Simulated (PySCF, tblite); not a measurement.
# Al₂₀N₂₀H₁₈: electronic excitations

What do calculations give for the electronic excitations of Al₂₀N₂₀H₁₈?

Computed with tblite 0.8.0 and PySCF 2.14.0 and routines of our own; the level stands in each step. Atoms count from 0.

## Step 1: The starting structure

58 atoms, charge 0, multiplicity 1; geometry from: force field, distance geometry or constructed start.

## Step 2: Relaxing the molecule with GFN2-xTB

Job settings and geometry (Å):

```
{"job": {"kind": "relax", "xc": "GFN2-xTB", "basis": "xTB"}, "charge": 0, "multiplicity": 1}
N     -5.458500     2.209400    -0.001600
Al    -7.025500     3.113800    -0.006900
N     -8.575900     2.208900     0.001000
Al    -8.581800     0.415600    -0.006200
N     -7.023300    -0.490000     0.003400
Al    -5.466700     0.410700    -0.002600
N      5.448600    -0.487100    -0.003300
Al     3.893000     0.413900     0.001500
N      2.333500    -0.490900    -0.000400
Al     2.328000    -2.289600     0.001600
N      3.887500    -3.190000    -0.002100
Al     5.446000    -2.290800    -0.000000
N      0.768600     2.211900     0.005000
Al    -0.784700     3.110600    -0.002700
N     -2.347900     2.216300     0.000200
Al    -2.347600     0.411800     0.006300
N     -0.786500    -0.486900     0.000900
Al     0.770900     0.407800    -0.001000
N    -10.140600    -0.487000     0.002500
Al   -10.137200    -2.287900     0.002700
N     -8.583400    -3.185000     0.001500
Al    -7.023200    -2.287300    -0.000200
N      3.893000     2.215800     0.006600
Al     2.326600     3.106900    -0.001500
Al    -3.904100     3.113800     0.000900
N     -3.910700    -0.489700     0.002500
Al    -3.903900    -2.286500    -0.000700
N     -2.346300    -3.188200     0.001200
Al    -0.786300    -2.288400    -0.002000
N     10.126100     2.211600     0.003400
Al     8.569800     3.111800    -0.001100
N      7.005400     2.212500     0.000200
Al     7.006300     0.411300    -0.001900
N      8.568300    -0.490100     0.003700
Al    10.126200     0.413000    -0.003300
N      0.772500    -3.186600    -0.002900
N      7.006500    -3.188700    -0.004100
Al     8.567100    -2.286300    -0.002600
N     -5.462300    -3.192700    -0.000100
Al     5.443700     3.114600     0.001200
H     -7.022400     4.648900     0.003800
H     -9.475900     2.725600     0.003700
H      3.894500    -4.227800    -0.003600
H     -0.784300     4.650700    -0.001800
H    -11.044300     0.032900     0.002400
H    -11.475500    -3.057200    -0.003400
H     -8.578700    -4.228700    -0.000600
H      2.330500     4.653800     0.002300
H     -3.903000     4.651600     0.000200
H     -2.343800    -4.228100     0.002000
H     11.024800     2.723900     0.003100
H      8.572800     4.652500    -0.000300
H     11.458300    -0.359200     0.000100
H      0.768600    -4.230400    -0.003000
H      7.008000    -4.229700     0.001500
H      9.899400    -3.055800     0.000600
H     -5.456800    -4.234500    -0.001900
H      5.451200     4.658800    -0.000700
```

Command:

```bash
> OMP_NUM_THREADS=8 python large_run.py task.json out
```

The driver reads the jobs from task.json and runs them one after another.

Standard output:

```text
step      E/eV     max force
  0   -2460.12407    1.035
  1   -2460.25354    0.428
  2   -2460.27745    0.213
  3   -2460.29596    0.162
  4   -2460.30082    0.126
  5   -2460.30558    0.104
  6   -2460.30936    0.144
  7   -2460.31491    0.158
  8   -2460.31897    0.095
  9   -2460.32140    0.066
 10   -2460.32288    0.061
 11   -2460.32436    0.073
 12   -2460.32592    0.094
 13   -2460.32728    0.075
 14   -2460.32842    0.052
 15   -2460.32975    0.069
 16   -2460.33181    0.087
 17   -2460.33487    0.126
 18   -2460.33843    0.129
 19   -2460.34143    0.103
 20   -2460.34348    0.078
 21   -2460.34503    0.087
 22   -2460.34643    0.082
 23   -2460.34759    0.057
 24   -2460.34849    0.064
 25   -2460.34923    0.050
 26   -2460.34990    0.052
 27   -2460.35045    0.040
 28   -2460.35087    0.036
 29   -2460.35121    0.030
 30   -2460.35154    0.036
 31   -2460.35187    0.035
 32   -2460.35217    0.030
 33   -2460.35243    0.023
 34   -2460.35266    0.023
 35   -2460.35282    0.020
```

Run time: 4.9 s. Hardware: 8 threads of Arm Neoverse V1, shared host; peak memory 0.17 GiB.

Along the way:

| step | energy from step 0 (eV) | largest force (eV/Å) |
| --- | --- | --- |
| 0 | 0.0000 | 1.0350 |
| 1 | -0.1295 | 0.4277 |
| 2 | -0.1534 | 0.2124 |
| 3 | -0.1719 | 0.1617 |
| 4 | -0.1768 | 0.1260 |
| 5 | -0.1815 | 0.1042 |
| 6 | -0.1853 | 0.1442 |
| 7 | -0.1908 | 0.1582 |
| 8 | -0.1949 | 0.0952 |
| 10 | -0.1988 | 0.0606 |
| 12 | -0.2019 | 0.0944 |
| 14 | -0.2043 | 0.0521 |
| 16 | -0.2077 | 0.0866 |
| 18 | -0.2144 | 0.1291 |
| 20 | -0.2194 | 0.0783 |
| 22 | -0.2224 | 0.0821 |
| 24 | -0.2244 | 0.0637 |
| 26 | -0.2258 | 0.0518 |
| 28 | -0.2268 | 0.0354 |
| 31 | -0.2278 | 0.0357 |
| 32 | -0.2281 | 0.0294 |
| 33 | -0.2284 | 0.0233 |
| 34 | -0.2286 | 0.0240 |
| 35 | -0.2288 | 0.0195 |

Distances of close pairs at the start and the end, largest changes first:

| bond | before (Å) | after (Å) | change (Å) |
| --- | --- | --- | --- |
| N35–H53 | 1.044 | 1.016 | -0.028 |
| N0–Al5 | 1.799 | 1.826 | +0.027 |
| N20–H46 | 1.044 | 1.017 | -0.027 |
| N38–H56 | 1.042 | 1.015 | -0.026 |
| N31–Al32 | 1.801 | 1.827 | +0.026 |
| Al32–N33 | 1.803 | 1.830 | +0.026 |
| N18–H44 | 1.043 | 1.017 | -0.025 |
| N27–H49 | 1.040 | 1.015 | -0.025 |

The final coordinates are the input of the step that follows.

## Step 3: Electronic excitations: TDDFT wB97X-D/6-31G*

Job settings and geometry (Å):

```
{"job": {"kind": "uv", "basis": "6-31G*", "grid": 1, "kgrid": 0, "vcut": 1.5, "nstates": 6, "ntriplets": 2, "tda": false, "delta": [], "pop": true, "xc": "wB97X-D"}, "charge": 0, "multiplicity": 1}
N     -5.545052     2.238977    -0.000314
Al    -7.122190     3.129121    -0.000923
N     -8.673732     2.221675     0.000995
Al    -8.693248     0.413336    -0.000486
N     -7.115732    -0.485621     0.000058
Al    -5.537166     0.413241    -0.000502
N      5.533721    -0.490306    -0.000695
Al     3.943443     0.388949     0.000596
N      2.363785    -0.502358     0.000517
Al     2.341101    -2.317053    -0.000948
N      3.916769    -3.185864    -0.002604
Al     5.482001    -2.305536    -0.001054
N      0.784128     2.214406     0.002607
Al    -0.795816     3.092023    -0.000042
N     -2.377660     2.219348     0.000864
Al    -2.376282     0.395296     0.000502
N     -0.797959    -0.498817     0.000887
Al     0.783103     0.390033     0.001232
N    -10.244526    -0.517077     0.001411
Al   -10.242466    -2.314560    -0.000116
N     -8.670543    -3.184442     0.000418
Al    -7.090255    -2.301234    -0.000385
N      3.946541     2.212837     0.002274
Al     2.365147     3.088492     0.001801
Al    -3.954450     3.102138     0.000110
N     -3.961919    -0.486360     0.000750
Al    -3.950376    -2.300913     0.000437
N     -2.380201    -3.177365     0.001005
Al    -0.803326    -2.313229     0.000449
N     10.225659     2.242110     0.002071
Al     8.671677     3.163252     0.000146
N      7.117874     2.232339     0.000935
Al     7.115130     0.404967    -0.000318
N      8.704458    -0.501379     0.000002
Al    10.257782     0.434945    -0.000526
N      0.768433    -3.189349    -0.002050
N      7.063290    -3.185347    -0.001383
Al     8.633731    -2.314982    -0.000632
N     -5.522216    -3.176734    -0.000498
Al     5.524131     3.092199     0.000314
H     -7.139170     4.659086     0.001458
H     -9.565056     2.710990     0.000487
H      3.920786    -4.201258    -0.002498
H     -0.793630     4.627984    -0.004011
H    -11.109718     0.017760     0.001737
H    -11.558464    -3.088539    -0.001906
H     -8.625269    -4.200378     0.000855
H      2.369243     4.625181     0.002635
H     -3.947185     4.639889     0.000871
H     -2.387133    -4.192660     0.001057
H     11.107334     2.750313     0.002501
H      8.690111     4.693655    -0.000053
H     11.611961    -0.282601    -0.000767
H      0.768157    -4.204941    -0.003057
H      7.033815    -4.201410    -0.001287
H      9.942885    -3.113663     0.000376
H     -5.520453    -4.192132    -0.000907
H      5.529539     4.630705    -0.000950
```

With the program's defaults for keys left out, this is: TDDFT wB97X-D/6-31G*, vertical, gas phase, core orbitals frozen in the response, virtual orbitals cut by energy.

Standard output:

```text
start: PBE on a coarse grid of 61711 points
cycle   1  E = -5950.5939384778  dE =  5.262e+00  |g| = 2.930e+00  |ddm| = 8.975e+00
cycle   2  E = -5940.7063214396  dE =  9.888e+00  |g| = 6.459e+00  |ddm| = 1.070e+01
cycle   3  E = -5952.4483100725  dE = -1.174e+01  |g| = 6.377e-01  |ddm| = 9.245e+00
cycle   4  E = -5952.5276017862  dE = -7.929e-02  |g| = 5.372e-01  |ddm| = 1.550e+00
cycle   5  E = -5952.5950157875  dE = -6.741e-02  |g| = 1.745e-01  |ddm| = 6.086e-01
cycle   6  E = -5952.6040638262  dE = -9.048e-03  |g| = 4.327e-02  |ddm| = 2.374e-01
cycle   7  E = -5952.6044027004  dE = -3.389e-04  |g| = 2.467e-02  |ddm| = 5.467e-02
cycle   8  E = -5952.6045420662  dE = -1.394e-04  |g| = 5.911e-03  |ddm| = 2.487e-02
final grid: 253368 points
cycle   9  E = -5955.5317999480  dE = -4.675e-02  |g| = 1.407e-01  |ddm| = 7.070e-01
cycle  10  E = -5955.5337263883  dE = -1.926e-03  |g| = 1.211e-01  |ddm| = 2.110e-01
cycle  11  E = -5955.5372155361  dE = -3.489e-03  |g| = 2.604e-02  |ddm| = 1.095e-01
cycle  12  E = -5955.5373920242  dE = -1.765e-04  |g| = 7.594e-03  |ddm| = 3.578e-02
cycle  13  E = -5955.5374103977  dE = -1.837e-05  |g| = 1.126e-03  |ddm| = 6.707e-03
cycle  14  E = -5955.5374051163  dE =  5.281e-06  |g| = 4.700e-04  |ddm| = 2.643e-03
cycle  15  E = -5955.5374097237  dE = -4.607e-06  |g| = 2.354e-04  |ddm| = 8.406e-04
cycle  16  E = -5955.5374062802  dE =  3.443e-06  |g| = 4.704e-05  |ddm| = 3.686e-04
converged SCF energy = -5955.5374062802

Static polarisability (au): isotropic 542.427, principal 313.451 551.972 761.859

Singlet excitations
state   eV       nm        f      main configurations
  1   5.2688    235.3   0.00002   H-1->L 0.44
  2   5.2695    235.3   0.00001   H->L 0.23, H-2->L 0.23
  3   5.3747    230.7   0.00014   H-4->L 0.21, H-1->L+1 0.18
  4   5.3799    230.5   0.00002   H->L+1 0.16, H-2->L 0.15
  5   5.5125    224.9   0.00009   H-5->L 0.12, H-9->L 0.09, H-1->L+2 0.09
  6   5.5149    224.8   0.00081   H-3->L 0.12, H-6->L 0.10, H-9->L 0.10

Triplet excitations (Tamm-Dancoff, eV): 5.0646 5.0653
```

Run time: 7 min. Hardware: 8 threads of Arm Neoverse V1, shared host; peak memory 4.4 GiB.

Frontier orbitals and where they lie:

| orbital | eV | atoms |
| --- | --- | --- |
| HOMO−4 | -8.79 | N29 20 %, N31 14 %, N6 11 % |
| HOMO−3 | -8.77 | N12 15 %, N2 12 %, N14 11 % |
| HOMO−2 | -8.68 | N10 17 %, N36 15 %, N8 10 % |
| HOMO−1 | -8.57 | N35 22 %, N10 14 %, N27 13 % |
| HOMO | -8.50 | N38 21 %, N18 20 %, N20 19 % |
| LUMO | 0.52 | Al17 8 %, Al15 7 %, Al7 7 % |
| LUMO+1 | 0.88 | Al5 8 %, Al32 6 %, Al7 5 % |
| LUMO+2 | 1.35 | Al3 6 %, Al32 6 %, Al17 6 % |
| LUMO+3 | 1.68 | Al30 42 %, Al34 35 %, Al23 6 % |

Leading natural transition orbitals of singlet state 6: the hole lies on N16 33 %; N12, N27 about 15 % each; the particle on N16 10 %; Al15, Al17 about 9 % each; Al28 8 %.

Leading natural transition orbitals of singlet state 1: the hole lies on N25, N35 about 24 % each; N27 11 %; N16 8 %; the particle on Al15, Al28 about 8 % each; N16, N25 about 8 % each.

Ground-state properties from the same run:

| property | computed |
| --- | --- |
| dipole moment (D) | 6.18 |
| polarisability (Å³) | 80.38 |
| HOMO–LUMO gap (eV) | 9.03 |
| −ε(HOMO) (eV) | 8.50 |

Orbitals, density, ELF and potential are computed afterwards from the orbital file.

Frontier orbitals at wB97X-D/6-31G*, with the share of their density that lies nearest to each atom:

| orbital | energy (eV) | lies on |
| --- | --- | --- |
| HOMO | -8.50 | N18, N20, N38 about 19 % each; N27 9 %; N2 7 % |
| LUMO | 0.52 | Al7, Al15, Al17 about 6 % each |

ELF in a plane through or near 58 of the atoms.

Ten even steps from ' ' (0.00) to '@' (1.00):
```
                                                        
                                        ..              
                ::    ++    %%  ..@@  --@@##            
        **@@++==@@**++@@****@@--##@@++**@@@@            
        %%@@%%**@@@@**@@%%**@@==++@@----##--            
        ..++--..--::......::==::--%%--++##++%%%%        
    ==##==##..++**--##%%--%%####%%==%%%%..%%****        
    **@@--  %%++..%%**..%%**::####..##%%..**%%          
      ++##..**%%..++%%  ====  ::........::  ==--@@::    
    ==..==::..**==..##**::####..##%%::==##==..++@@--    
    @@**%%%%**==##%%::**%%  ==##..--##::++##..++++      
  ..@@@@..**##::####..%%##..##++  ++--  ....  ::..==    
    @@**  ==::  ........  ::==  ==++  **##::####--@@::  
        @@++--##--::##....++..++==::##..--##--::@@@@--  
      ##@@**====++++..++++++==++##--==@@::--@@  %%@@    
      ==@@##..@@....@@....@@....@@..::@@  ::@@          
        ++..  @@..  @@    %%    ==    ::                
                                                        
                                                        
                                                        
```
The map spans 28.6 Å across and 15.2 Å up, centred on the molecule. Atoms in the plane (x, y in Å): N0 (5.4, 2.5), Al1 (7.0, 3.5), N2 (8.5, 2.7), Al3 (8.7, 0.9), N4 (7.1, -0.1), Al5 (5.5, 0.7), N6 (-5.5, -0.8), Al7 (-4.0, 0.2), N8 (-2.3, -0.6), Al9 (-2.2, -2.4), N10 (-3.7, -3.4), Al11 (-5.4, -2.6), N12 (-0.9, 2.2), Al13 (0.6, 3.1), N14 (2.3, 2.3), Al15 (2.4, 0.5), N16 (0.8, -0.5), Al17 (-0.8, 0.3), N18 (10.3, 0.0), Al19 (10.3, -1.8), N20 (8.8, -2.7), Al21 (7.2, -1.9), N22 (-4.1, 2.0), Al23 (-2.5, 3.0), Al24 (3.8, 3.3), N25 (4.0, -0.3), Al26 (4.1, -2.1), N27 (2.5, -3.0), Al28 (0.9, -2.3), N29 (-10.3, 1.7), Al30 (-8.8, 2.7), N31 (-7.2, 1.9), Al32 (-7.1, 0.0), N33 (-8.7, -1.0), Al34 (-10.3, -0.1), N35 (-0.6, -3.2), N36 (-6.9, -3.5), Al37 (-8.5, -2.8), N38 (5.7, -2.9), Al39 (-5.7, 2.8), H40 (6.9, 5.0), H41 (9.4, 3.2), H42 (-3.7, -4.4), H43 (0.6, 4.7), H44 (11.1, 0.6), H45 (11.7, -2.5), H46 (8.8, -3.7), H47 (-2.6, 4.5), H48 (3.7, 4.8), H49 (2.6, -4.1), H50 (-11.2, 2.2), H51 (-8.9, 4.2), H52 (-11.6, -0.9), H53 (-0.5, -4.2), H54 (-6.8, -4.6), H55 (-9.8, -3.6), H56 (5.7, -3.9), H57 (-5.8, 4.3).

On the surface of density 0.002 e/bohr³ the electrostatic potential runs, from the 1st to the 99th percentile, from -0.97 to 2.11 V.

## Step 4: What came out

| quantity | value |
| --- | --- |
| lowest singlet (wB97X-D/6-31G*) | 5.27 eV (235 nm), f = 0.000 |
| brightest single state of those computed | state 6, 5.51 eV, f = 0.001 |
| lowest triplet | 5.06 eV |
| surface potential, 1st and 99th percentile | -0.97 V and 2.11 V |

What this shows: The first singlet state (HOMO−1→LUMO 0.44) lies at 5.27 eV and is dark. The lowest triplet lies 0.20 eV below the lowest singlet (triplets in Tamm-Dancoff, singlets in full TDDFT).
